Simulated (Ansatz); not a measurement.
## BiF5 in a box, plane waves

Ansatz 0.2.0, DFT PBE, spin-orbit coupling, plane waves, PAW, molecule in a box. The geometry was relaxed with Gaussian bases (PBE0; Bi def2-SVP with ECP60, F def2-SVP).

```yaml
crystal:
  lattice:
    - [13.0, 0.0, 0.0]
    - [0.0, 12.55, 0.0]
    - [0.0, 0.0, 11.89]
  atoms:
    - { symbol: Bi, position: [0.49986154, 0.50009402, 0.45419512] }
    - { symbol: F, position: [0.49986154, 0.50009402, 0.62139445] }
    - { symbol: F, position: [0.65356846, 0.50009402, 0.45001598] }
    - { symbol: F, position: [0.49986154, 0.64162231, 0.3784693] }
    - { symbol: F, position: [0.34615385, 0.50009402, 0.45001598] }
    - { symbol: F, position: [0.49986154, 0.35856574, 0.3784693] }
basis:
  ecutwfc: 420
  ecutrho_ratio: 4
kpoints:
  mp_grid: { grid: [1, 1, 1] }
hamiltonian:
  xc: pbe
scf:
  occupations: { method: gaussian, width: 0.01 }
output:
  forces: true
  eigenvalues: true
  populations: true
  write_density: true
  write_potential: true
  elf: true
  volumetric_format: npy
magnetization:
  noncollinear: true
  spin_orbit: true
```

Command:
```sh
ansatz run input.yaml --threads 2 --pin off --max-ram 5120MiB --backend cpu --events-out ev --progress --plain --runs-dir out
```
It took 24 s on 2 threads of Intel(R) Xeon(R) Platinum 8375C CPU @ 2.90GHz (Ice Lake), with other jobs on the host, peak memory 2.4 GiB.

(1) How does the SCF go?

(2) Which levels lie next to the highest filled one (eV, counted from it)?

(3) What forces are left at this geometry, relaxed with Gaussian bases (eV/Å)?

The highest of the empty levels listed lie near the vacuum level and may be states of the box.

The forces come from the other functional as well as from the basis.

Results:

(1) 
```
SCF iter   1: F=—  HF=-16480.190768 eV  |F-HF|=—  |Δ(HF+E_count)|=         —  Δρ=2.54e-2
preconditioner: auto → Resta (q_TF=auto, 1.483 Å⁻¹)  ε∞=1.1  [insulator: Δε(μ)=4.707 eV  Ē_g=14.623 eV  σ=0.010 eV  W_gap=1.00  n_
spin=Noncollinear: Resta preconditioning applied to the charge; magnetization (m_x, m_y, m_z) channels mix plain (no charge-respon
SCF iter   2: F=—  HF=-16476.398848 eV  |F-HF|=—  |Δ(HF+E_count)|=    3.79e0  Δρ=1.05e-2
SCF iter   3: F=—  HF=-16476.195280 eV  |F-HF|=—  |Δ(HF+E_count)|=   2.04e-1  Δρ=6.64e-3
...
SCF iter   6: F=—  HF=-16476.147481 eV  |F-HF|=—  |Δ(HF+E_count)|=   2.46e-3  Δρ=1.38e-4
SCF iter   7: F=—  HF=-16476.147545 eV  |F-HF|=—  |Δ(HF+E_count)|=   6.48e-5  Δρ=4.85e-5
SCF iter   8: F=—  HF=-16476.147609 eV  |F-HF|=—  |Δ(HF+E_count)|=   6.38e-5  Δρ=3.33e-5
SCF iter   9: F=—  HF=-16476.147607 eV  |F-HF|=—  |Δ(HF+E_count)|=   2.41e-6  Δρ=1.15e-5
SCF iter  10: F=-16476.147607 eV  HF=-16476.147607 eV  |F-HF|=3.81e-8  |Δ(HF+E_count)|=   2.37e-7  Δρ=2.18e-6
```

(2) Filled: -0.53, -0.53, -0.40, -0.40, -0.38, -0.38, -0.08, -0.08, 0.00, 0.00. Empty: 2.97, 2.97, 7.58, 7.58, 8.97, 8.97, 9.68, 9.68.

(3) 
```
Bi   0.00  0.00  0.06
F    0.00  0.00  0.03
F   -0.02  0.00  0.01
F    0.00  0.02 -0.05
F    0.02  0.00  0.01
F    0.00 -0.02 -0.05
```
